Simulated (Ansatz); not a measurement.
**CH8BNSi: up Jacob's ladder to CCSD(T)**

How much do the methods differ for CH8BNSi? The plan is to run it at one geometry with functionals of several rungs and with coupled cluster. The yardstick is the atomisation energy at the CCSD(T) limit.

Program: Ansatz 0.2.0, Gaussian basis. Level of theory: functionals in def2-TZVPP, the program's frozen cores in correlated methods. These are calculated values, not measurements.

Plan: LDA (SPW92), PBE-D4, revPBE-D4, BLYP-D4, r2SCAN-D4, B97M-V, PBE0-D4, B3LYP-D4, r2SCANh-D4, r2SCAN0-D4, HSE06-D4, BHLYP-D4, CAM-B3LYP-D4, LC-ωPBE, ωB97X-V, ωB97M-V, B2PLYP, PBE-QIDH; CCSD(T)/def2-SVP; CCSD(T)/def2-TZVPP; MP2/def2-QZVPP; extrapolation to the limit; RPA on PBE.

### Step 1. Structure used throughout

An earlier PBE0-D4 in a triple-zeta def2 set relaxation fixed the geometry.

SMILES `CNB[SiH3]`, 12 atoms, charge 0, spin multiplicity 1.

Atoms are counted from 1 here; the program's logs count them from 0.

Bond lengths: C1–N2 1.447 Å, C1–H5 1.094 Å, C1–H6 1.089 Å, C1–H7 1.094 Å, N2–B3 1.384 Å, N2–H8 1.009 Å, B3–Si4 2.014 Å, B3–H9 1.201 Å, Si4–H10 1.492 Å, Si4–H11 1.492 Å, Si4–H12 1.495 Å. Angles: N2–C1–H5 111.3°, N2–C1–H6 109.0°, N2–C1–H7 111.3°, H5–C1–H6 108.5°, H5–C1–H7 108.1°, H6–C1–H7 108.5°, C1–N2–B3 127.0°, C1–N2–H8 113.5°, B3–N2–H8 119.5°, N2–B3–Si4 120.4°, N2–B3–H9 117.4°, Si4–B3–H9 122.1°, B3–Si4–H10 111.7°, B3–Si4–H11 111.7°, B3–Si4–H12 111.8°, H10–Si4–H11 106.9°, H10–Si4–H12 107.3°, H11–Si4–H12 107.2°.

### Step 2. LDA

This LDA is Slater exchange with PW92 correlation.

in.yaml

```yaml
crystal:
  periodic: [false, false, false]
  atoms:
    - {symbol: C, position_ang: [-0.536749, 2.038206, 0.289886]}
    - {symbol: N, position_ang: [-0.440096, 0.595162, 0.262751]}
    - {symbol: B, position_ang: [0.554774, -0.161793, -0.330249]}
    - {symbol: Si, position_ang: [0.493299, -2.173275, -0.246810]}
    - {symbol: H, position_ang: [-1.456057, 2.384455, -0.191785]}
    - {symbol: H, position_ang: [0.313745, 2.460033, -0.244291]}
    - {symbol: H, position_ang: [-0.526134, 2.418449, 1.315737]}
    - {symbol: H, position_ang: [-1.199887, 0.131883, 0.739297]}
    - {symbol: H, position_ang: [1.440775, 0.427741, -0.887044]}
    - {symbol: H, position_ang: [0.447215, -2.781084, -1.608214]}
    - {symbol: H, position_ang: [1.694597, -2.733916, 0.436981]}
    - {symbol: H, position_ang: [-0.708482, -2.660959, 0.497540]}
basis:
  gaussian: {orbitals: def2-TZVPP}
hamiltonian: {xc: lda}
output: {orbitals: {seedname: orbitals}}
```

The run is started by

```
> ansatz run in.yaml --threads 2 --pin off --events-out ev --progress --plain --max-ram 4352MiB
```

Further steps of the session: PBE-D4 (GGA); revPBE-D4 (GGA); BLYP-D4 (GGA); r2SCAN-D4 (meta-GGA); B97M-V (meta-GGA); B3LYP-D4 (hybrid); r2SCANh-D4 (hybrid); r2SCAN0-D4 (hybrid); HSE06-D4 (hybrid); BHLYP-D4 (hybrid); CAM-B3LYP-D4 (range-separated); LC-ωPBE (range-separated); ωB97X-V (range-separated); ωB97M-V (range-separated); B2PLYP (double hybrid); PBE-QIDH (double hybrid); CCSD(T) in def2-SVP; CCSD(T) in def2-TZVPP; MP2 in def2-QZVPP; RPA on PBE orbitals.

**Question.** What will the summary of the whole plan be? Wanted: atomisation energy, CCSD(T)/CBS; farthest beyond LDA; mean size of error, GGA; mean size of error, meta-GGA; mean size of error, hybrid; mean size of error, range-separated; mean size of error, double hybrid; gap, smallest and largest; T1 diagnostic.

As calculated:

| quantity | value |
| --- | --- |
| atomisation energy, CCSD(T)/CBS | 4164.4 kJ/mol |
| functionals within 20.8 kJ/mol (0.5 %) | BLYP-D4, r2SCAN-D4, PBE0-D4, r2SCANh-D4, HSE06-D4, LC-ωPBE |
| farthest beyond LDA | PBE-D4 (+54.5 kJ/mol) |
| mean size of error, GGA | 30.0 kJ/mol |
| mean size of error, meta-GGA | 17.4 kJ/mol |
| mean size of error, hybrid | 23.3 kJ/mol |
| mean size of error, range-separated | 27.5 kJ/mol |
| mean size of error, double hybrid | 25.4 kJ/mol |
| gap, smallest and largest | 5.06 eV (LDA (SPW92)), 12.28 eV (LC-ωPBE) |
| T1 diagnostic | 0.0135 |
| triples share of the correlation energy | 3.6 % |

**Reading.** LDA overbinds by 529.9 kJ/mol (13 %). PBE-D4 is off by +54.5 kJ/mol. Double hybrids carry the basis error of their MP2 part in triple zeta, and no dispersion term here, so their miss is partly the set-up's. Taken by rung, meta-GGA functionals do best (17.4 kJ/mol on average) and GGA ones worst beyond LDA (30.0 kJ/mol). The gap between the best rungs is small, so their order is not settled. Misses under about 20.8 kJ/mol are within the doubt on the reference itself, which lacks core-valence correlation, relativity and higher excitations. Hartree-Fock recovers 75 % of the binding; the rest is correlation. CCSD(T) in def2-SVP is off by -201.8 kJ/mol, more than most functionals: a good method in a small basis is no reference. The gap grows from 5.1 to 12.3 eV across the functionals, mostly with the share of exact exchange.
